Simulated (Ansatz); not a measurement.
**BF2H4NS (built from SMILES NB(F)F.S): Born-Oppenheimer dynamics**

The task is to watch the atoms for 40 steps of 0.5 fs, started with velocities for 300 K and run with a Nosé-Hoover thermostat, and see to which side of the barrier the system falls.

Program: Ansatz 0.2.0, Gaussian basis. Level of theory: PBE0-D4/def2-SVP. These are calculated values, not measurements.

1 further run of the same task is left out (it didn't finish).

## Step 1: Starting geometry

The start, a first-order saddle point found at PBE0-D4 in triple zeta: 9 atoms, charge 0, spin multiplicity 1.

Atoms are counted from 1 here; the program's logs count them from 0.

Bond lengths: B1–N2 1.525 Å, B1–F3 1.341 Å, B1–F4 1.340 Å, N2–H7 1.012 Å, N2–H8 1.012 Å, H5–S6 1.571 Å, S6–H9 1.343 Å. Angles: N2–B1–F3 115.6°, N2–B1–F4 115.2°, F3–B1–F4 118.6°, B1–N2–H7 115.3°, B1–N2–H8 115.5°, H7–N2–H8 110.7°, H5–S6–H9 92.2°.

As a file:

```
B    -0.60896   -0.34613   -0.40120
N     0.50645    0.66889   -0.62923
F    -0.31042   -1.61580   -0.71391
F    -1.84723    0.10113   -0.64941
H     0.48601    0.63135    0.76877
S    -0.34655   -0.15135    1.84740
H     0.21801    1.53971   -1.05673
H     1.33795    0.30762   -1.07811
H     0.56464   -1.13543    1.91242
```

## Step 2: Dynamics

Contents of md/in.yaml:

```yaml
crystal:
  periodic: [false, false, false]
  atoms:
    - {symbol: B, position_ang: [-0.608961, -0.346126, -0.401204]}
    - {symbol: N, position_ang: [0.506451, 0.668892, -0.629229]}
    - {symbol: F, position_ang: [-0.310423, -1.615796, -0.713911]}
    - {symbol: F, position_ang: [-1.847228, 0.101129, -0.649405]}
    - {symbol: H, position_ang: [0.486015, 0.631345, 0.768774]}
    - {symbol: S, position_ang: [-0.346552, -0.151347, 1.847399]}
    - {symbol: H, position_ang: [0.218006, 1.539709, -1.056734]}
    - {symbol: H, position_ang: [1.337950, 0.307623, -1.078108]}
    - {symbol: H, position_ang: [0.564643, -1.135430, 1.912419]}
basis:
  gaussian: {orbitals: def2-SVP}
hamiltonian: {xc: pbe0, dispersion: d4}
md: {n_steps: 40, timestep: 0.5, temperature: 300, ensemble: nvt_nose_hoover, seed: 418, initial_velocities: maxwell_boltzmann}
```

The run is started by

```console
> ansatz run in.yaml --threads 4 --pin off --events-out ev --progress --plain --max-ram 9574MiB
```

What does the calculation give? Wanted: temperature at the start; mean temperature, second half; lowest and highest potential energy, from the first frame; largest change of potential + kinetic.

As calculated:

| quantity | value |
| --- | --- |
| length | 40 steps, 20.0 fs |
| temperature at the start | 300 K |
| mean temperature, second half | 253 K |
| lowest and highest potential energy, from the first frame | -34 and 123 meV |
| largest change of potential + kinetic | 2.3 meV |

By the last frame it has moved back towards the start side of the step. The thermostat trades energy with the molecule, so the sum of potential and kinetic energy isn't conserved: it changes by +2 meV over the run. The mean temperature of the second half is still well below the 300 K set. With 9 atoms the instant temperature spans 165 to 339 K.
